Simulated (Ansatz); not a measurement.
AlCo, space group Pm-3m: a scan of the energy under strain, run with the Ansatz DFT code, driven from Python.

`strain_alco.py`
```python
'''A shear strain scan of AlCo.'''

import warnings

import ansatz
import numpy as np

vectors0 = np.array([
    [2.81940321, 0.0, 0.0],
    [0.0, 2.81940321, 0.0],
    [0.0, 0.0, 2.81940321],
])
sites = [
    ('Al', (0.0, 0.0, 0.0), 0.0),
    ('Co', (0.5, 0.5, 0.5), 2.5),
]


def on_lattice(cell):
    crystal = ansatz.Crystal(lattice=ansatz.Lattice.of(cell))
    for symbol, position, moment in sites:
        crystal = crystal.atom(symbol, position, moment=moment or None)
    return crystal

warnings.simplefilter('ignore', ansatz.DeckWarning)

# clamped ions: the fractional positions stay as typed
values = np.linspace(-0.02, 0.02, 5)
energies = []
for d in values:
    strain = np.array([[0, d / 2, 0], [d / 2, 0, 0], [0, 0, 0]])
    cell = vectors0 @ (np.eye(3) + strain)
    model = (
        on_lattice(cell).calculation()
        .functional('r2SCAN', dispersion='d3bj')
        .occupations('methfessel_paxton')
        .spin(ansatz.SpinTreatment.COLLINEAR)
        .scf(tolerance=1e-09, max_iterations=200)
        .basis(520)
        .kpoints(12, 12, 12)
    )
    report = model.run(threads=1).report
    energies.append(report['free_energy_ev'] / len(sites))
    print(f'd = {d:+.4f}  F = {energies[-1]:.5f} eV/atom')
energies = np.array(energies)

for value, e in zip(values, energies):
    print(f'strain {value:7.3f}   E - Emin = {1000 * (e - energies.min()):9.3f} meV/atom')
np.savetxt('strain.csv', np.column_stack([values, energies]), fmt='%.6f', delimiter=',', header='strain,energy_eV_per_atom')
curvature = 2 * np.polyfit(values, energies, 3)[1]
volume = abs(np.linalg.det(vectors0)) / len(sites)
print(f'd2E/dd2 over the volume: {curvature / volume * 160.21766:.1f} GPa')
```

How much energy does this shear strain cost, and what curvature follows?

Against the unstrained cell the energy per atom changes by +2.26 meV at one end of the scan and +2.26 meV at the other, and its second derivative over the volume is 161.4 GPa.

The output:

```console
$ python strain_alco.py
RunWarning: the starting moments were not kept: the SCF closed with an absolute magnetisation of 2.2e-1 μB, where they sum to 2.5 μB in size (1 site). That is at most 0.1 of that sum. The system's moment may be that small; this SCF shows only that its start [...]
d = -0.0200  F = -2836.71954 eV/atom
d = -0.0100  F = -2836.72123 eV/atom
d = +0.0000  F = -2836.72179 eV/atom
d = +0.0100  F = -2836.72123 eV/atom
d = +0.0200  F = -2836.71954 eV/atom
strain  -0.020   E - Emin =     2.255 meV/atom
strain  -0.010   E - Emin =     0.560 meV/atom
strain   0.000   E - Emin =     0.000 meV/atom
strain   0.010   E - Emin =     0.560 meV/atom
strain   0.020   E - Emin =     2.255 meV/atom
d2E/dd2 over the volume: 161.4 GPa
```
(Warnings from the package without file and line, shortened.)

It writes `strain.csv`:
```csv
# strain,energy_eV_per_atom
-0.020000,-2836.719539
-0.010000,-2836.721234
0.000000,-2836.721794
0.010000,-2836.721234
0.020000,-2836.719539
```

Caveats:
- The settings weren't tested for convergence.
- The SCF didn't keep the moments it started from (some shrank, vanished or turned); what is printed is the state reached.
- The dispersion term runs with damping parameters of another functional.
- Dispersion corrections can be off by several per cent in the lattices of metals, and by several GPa in the pressure at a fixed cell.
- The curvature belongs to this strain pattern and to the cell's stress; it equals a single elastic constant only for simple patterns.
- In a metal a curvature from energy changes of a few meV or less hangs on mesh and smearing, in size and even in sign.
- r2SCAN tends to overestimate the moments of itinerant magnets.
- The structure comes from a database of computed cells and needn't be a stable or known phase.
- The ions keep their fractional positions (clamped ions).
- The script silences the warnings on its input, which a real study should read.
- It ran for 3.5 min on 1 thread of Intel(R) Xeon(R) Platinum 8259CL CPU @ 2.50GHz (Skylake/Cascade Lake), with other jobs on the host, peak memory 0.65 GiB.

(Lines on the test bed's own set-up are left out of the output.)
